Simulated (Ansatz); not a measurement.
**BGeHCl (quartet): the correlation ladder at distance B2–Ge3 = 1.643 Å, cc-pVDZ**

One table from this session's results is given with a row withheld; the runs are named, their logs left out.

Program: Ansatz 0.2.0, Gaussian basis. Level of theory: cc-pVDZ, core rule «outside noble gas», up to 20 orbitals frozen. These are calculated values, not measurements.

Plan: UHF; CCSD(T) on ROHF; CCSD(T) on UHF; BCCD(T) on ROHF; CISD; CCSDT(Q) on ROHF; CCSDT(Q) on UHF; CASSCF and MRCISD+Q, 5 electrons in 5 orbitals; CASSCF and NEVPT2, 5 electrons in 5 orbitals.

23 further runs of the same task are left out: 1 for a mislabelled method, 18 that didn't finish, 4 set aside as unsound or not needed.

### The geometry

The geometry derives from a PBE0/def2-TZVP stationary point (not a proven minimum). One bond is set to the value named and the two fragments are kept rigid. No spin-orbit coupling is included. The filled d shell of Ge may be among the frozen orbitals whatever the setting's name suggests; the logs give the count.

4 atoms, charge 0, spin multiplicity 4.

Atoms are counted from 1 here; the program's logs count them from 0.

Bond lengths: Cl1–B2 1.724 Å, B2–Ge3 1.643 Å, Ge3–H4 1.547 Å. Angles: Cl1–B2–Ge3 123.1°, B2–Ge3–H4 123.1°.

Set-up of the first run:

The input, in.yaml:

```yaml
crystal:
  periodic: [false, false, false]
  atoms:
    - {symbol: Cl, position_ang: [0.000000, -0.198712, 1.959368]}
    - {symbol: B, position_ang: [0.000000, 0.694684, 0.484486]}
    - {symbol: Ge, position_ang: [0.000000, -0.017304, -0.996231]}
    - {symbol: H, position_ang: [0.000000, 0.785449, -2.318615]}
basis:
  gaussian: {orbitals: cc-pVDZ}
magnetization: {spin_polarized: true, initial_magnetization: 3}
hamiltonian: {xc: hf}
output: {orbitals: {seedname: orbitals}}
```

The run is started by

```console
> ansatz run in.yaml --threads 1 --pin off --events-out ev --progress --plain --max-ram 2393MiB
```

Steps of the session up to this table: UHF; CCSD(T) on ROHF; CCSD(T) on UHF; BCCD(T) on ROHF; CISD; CCSDT(Q) on ROHF; CCSDT(Q) on UHF; CASSCF and MRCISD+Q, 5 electrons in 5 orbitals; CASSCF and NEVPT2, 5 electrons in 5 orbitals.

One of the session's tables, all rows but one given; the rest of the session is left out.

| method | from UCCSDT(Q) (kJ/mol) |
| --- | --- |
| ROHF | +786.4 |
| UHF | +777.6 |
| RMP2 | +115.9 |
| UMP2 | +115.0 |
| RCCSD | +27.8 |
| UCCSD | +26.7 |
| RCCSD(T) | +5.6 |
| UCCSD(T) | ? |
| BCCD(T) | +5.4 |
| RCCSDT | +2.5 |
| UCCSDT | +1.6 |
| RCCSDT(Q) | +1.2 |
| UCCSDT(Q) | 0 |
| CASSCF pair | +747.7 |
| NEVPT2 pair | +122.1 |
| MRCISD pair | +91.8 |
| MRCISD+Q pair | +15.9 |

**Question.** Estimate the row for UCCSD(T).

**Answer.** from UCCSDT(Q) (kJ/mol): +4.6. In the column «from UCCSDT(Q) (kJ/mol)» it lies between RCCSDT (+2.5) and BCCD(T) (+5.4).

Not comparable, so not listed: CISD (they don't share determinant, frozen orbitals or solution with the rows shown, or repeat one).

Caveats from the session: Restricted and unrestricted rows rest on different reference determinants; where their highest levels disagree by more than a few hundredths of an eV, they describe different states and don't form one ladder.
